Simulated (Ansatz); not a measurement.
# GeP₂ (triplet): wave-function methods side by side, cc-pVTZ

The task here is to estimate one member of a computed series from the others.

Program: Ansatz 0.2.0, Gaussian basis. Level of theory: cc-pVTZ, core rule «outside noble gas», up to 24 orbitals frozen. These are calculated values, not measurements.

Plan: UHF; CCSD(T) on ROHF; CCSD(T) on UHF; BCCD(T) on ROHF; CCSDT(Q) on ROHF; CCSDT(Q) on UHF; CASSCF and NEVPT2, 14 electrons in 12 orbitals.

5 further runs of the same task are left out: 1 for a known fault of the program, 4 set aside as unsound or not needed.

### The geometry

The geometry is a PBE0/def2-TZVP stationary point (not a proven minimum). No spin-orbit coupling is included. The filled d shell of Ge may be among the frozen orbitals whatever the setting's name suggests; the logs give the count.

3 atoms, charge 0, spin multiplicity 3.

Atoms are counted from 1 here; the program's logs count them from 0.

Bond lengths: Ge1–P2 2.182 Å, P2–P3 1.952 Å. Angles: Ge1–P2–P3 180.0°.

The first run:

Input file in.yaml:

```yaml
crystal:
  periodic: [false, false, false]
  atoms:
    - {symbol: Ge, position_ang: [0.000000, 0.000000, 2.105092]}
    - {symbol: P, position_ang: [0.000000, 0.000000, -0.076447]}
    - {symbol: P, position_ang: [0.000000, 0.000000, -2.028645]}
basis:
  gaussian: {orbitals: cc-pVTZ}
magnetization: {spin_polarized: true, initial_magnetization: 2}
hamiltonian: {xc: hf}
output: {orbitals: {seedname: orbitals}}
```

Run with:

```sh
$ ansatz run in.yaml --threads 1 --pin off --events-out ev --progress --plain --max-ram 4096MiB --backend cpu
```

Among the steps run: UHF; CCSD(T) on ROHF; CCSD(T) on UHF; BCCD(T) on ROHF; CCSDT(Q) on ROHF; CCSDT(Q) on UHF; CASSCF and NEVPT2, 14 electrons in 12 orbitals.

One table of the session follows, with a row left open; its other results are not shown here.

| method | from RCCSDT(Q) (meV) |
| --- | --- |
| ROHF | +11801.1 |
| UHF | +10840.9 |
| RMP2 | +1422.6 |
| UMP2 | +2126.7 |
| RCCSD | +949.7 |
| UCCSD | +877.5 |
| RCCSD(T) | +114.3 |
| UCCSD(T) | +153.3 |
| BCCD(T) | +124.6 |
| RCCSDT | +99.4 |
| UCCSDT | +76.1 |
| RCCSDT(Q) | 0 |
| UCCSDT(Q) | -9.5 |
| CASSCF valence | +8299.5 |
| NEVPT2 valence | ? |

**Question.** Estimate the row for NEVPT2 valence.

The run gave: from RCCSDT(Q) (meV): +1802.8. In the column «from RCCSDT(Q) (meV)» it lies between RMP2 (+1422.6) and UMP2 (+2126.7).

With the free atoms at the same levels and basis (separate runs), the atomisation energy is 5.589 eV at RCCSDT(Q), 5.538 eV at RCCSD(T), 5.485 eV at UCCSD(T), 1.477 eV at ROHF.

To keep in mind: The determinant is far from a pure spin state, so its energy mixes those of several spin states (harmless only where they are near-degenerate, as at dissociation). Warnings: spin contamination; large T1 diagnostic. Restricted and unrestricted rows rest on different reference determinants; where their highest levels disagree by more than a few hundredths of an eV, they describe different states and don't form one ladder.
